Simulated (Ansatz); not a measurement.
# AlFH2SSi: a ladder of functionals and wavefunction methods

Aim: compute AlFH2SSi with functionals from several rungs and with coupled cluster, and see how far each lands from CCSD(T) at the basis-set limit for the atomisation energy.

The runs use Ansatz 0.2.0, Gaussian basis; functionals in def2-TZVPP, the program's frozen cores in correlated methods.

Plan: LDA (SPW92), PBE-D4, revPBE-D4, BLYP-D4, r2SCAN-D4, B97M-V, PBE0-D4, B3LYP-D4, r2SCANh-D4, r2SCAN0-D4, HSE06-D4, BHLYP-D4, CAM-B3LYP-D4, LC-ωPBE, ωB97X-V, ωB97M-V, B2PLYP, PBE-QIDH; CCSD(T)/def2-SVP; CCSD(T)/def2-TZVPP; MP2/def2-QZVPP; extrapolation to the limit; RPA on PBE.

## 1. The relaxed structure

The geometry comes from an earlier relaxation with PBE0-D4 in a triple-zeta def2 set; it is a stationary point.

6 atoms, charge 0, spin multiplicity 1.

Atoms are counted from 1 here; the program's logs count them from 0.

Bond lengths: F1–Al2 1.638 Å, Al2–Si3 2.303 Å, Al2–S4 2.154 Å, Si3–S4 2.221 Å, Si3–H5 1.486 Å, Si3–H6 1.486 Å. Angles: F1–Al2–Si3 163.0°, F1–Al2–S4 137.4°, Si3–Al2–S4 59.7°, Al2–Si3–S4 56.8°, Al2–Si3–H5 125.1°, Al2–Si3–H6 125.1°, S4–Si3–H5 112.8°, S4–Si3–H6 112.8°, H5–Si3–H6 108.9°, Al2–S4–Si3 63.5°.

## 2. LDA

This LDA is Slater exchange with PW92 correlation.

Input file in.yaml:

```yaml
crystal:
  periodic: [false, false, false]
  atoms:
    - {symbol: F, position_ang: [-0.301951, -2.925431, 0.620876]}
    - {symbol: Al, position_ang: [-0.235288, -1.339744, 0.216118]}
    - {symbol: Si, position_ang: [0.432768, 0.854427, 0.012993]}
    - {symbol: S, position_ang: [-1.422093, 0.058739, -0.914031]}
    - {symbol: H, position_ang: [1.404038, 1.362860, -0.989716]}
    - {symbol: H, position_ang: [0.164624, 1.925048, 1.007560]}
basis:
  gaussian: {orbitals: def2-TZVPP}
hamiltonian: {xc: lda}
output: {orbitals: {seedname: orbitals}}
```

On the command line:

```console
> ansatz run in.yaml --threads 2 --pin off --events-out ev --progress --plain --max-ram 4352MiB
```

After this run come: PBE-D4 (GGA); revPBE-D4 (GGA); BLYP-D4 (GGA); r2SCAN-D4 (meta-GGA); B97M-V (meta-GGA); PBE0-D4 (hybrid); B3LYP-D4 (hybrid); r2SCANh-D4 (hybrid); r2SCAN0-D4 (hybrid); HSE06-D4 (hybrid); BHLYP-D4 (hybrid); CAM-B3LYP-D4 (range-separated); LC-ωPBE (range-separated); ωB97X-V (range-separated); ωB97M-V (range-separated); B2PLYP (double hybrid); PBE-QIDH (double hybrid); CCSD(T) in def2-SVP; CCSD(T) in def2-TZVPP; MP2 in def2-QZVPP; RPA on PBE orbitals.

Q: Predict the results of all the runs planned. Wanted: atomisation energy, CCSD(T)/CBS; farthest beyond LDA; mean size of error, GGA; mean size of error, meta-GGA; mean size of error, hybrid; mean size of error, range-separated; mean size of error, double hybrid; gap, smallest and largest; T1 diagnostic.

**Answer**, as computed:

```
                               quantity                                     value
        atomisation energy, CCSD(T)/CBS                             1945.3 kJ/mol
  functionals within 9.7 kJ/mol (0.5 %)      PBE-D4, r2SCANh-D4, ωB97X-V, ωB97M-V
                    farthest beyond LDA                   BHLYP-D4 (-89.5 kJ/mol)
                mean size of error, GGA                               31.7 kJ/mol
           mean size of error, meta-GGA                               19.6 kJ/mol
             mean size of error, hybrid                               37.0 kJ/mol
    mean size of error, range-separated                               19.0 kJ/mol
      mean size of error, double hybrid                               37.7 kJ/mol
              gap, smallest and largest  3.22 eV (LDA (SPW92)), 9.75 eV (LC-ωPBE)
                          T1 diagnostic                                    0.0143
triples share of the correlation energy                                     4.0 %
```

In words: LDA overbinds by 251.0 kJ/mol (13 %). PBE-D4 misses by +5.3 kJ/mol. Double hybrids carry the basis error of their MP2 part in triple zeta, and no dispersion term here, so their miss is partly the set-up's. By mean error the best rung here is range-separated (19.0 kJ/mol) and the worst beyond LDA is double hybrid (37.7 kJ/mol). The gap between the best rungs is small, so their order is not settled. The reference freezes the cores and leaves out relativity and excitations past (T), so misses under about 9.7 kJ/mol can't be ranked. Hartree-Fock recovers 72 % of the binding; the rest is correlation. CCSD(T) in def2-SVP is off by -178.7 kJ/mol, so the small basis spoils what the method gains. The gap grows from 3.2 to 9.8 eV across the functionals, mostly with the share of exact exchange.
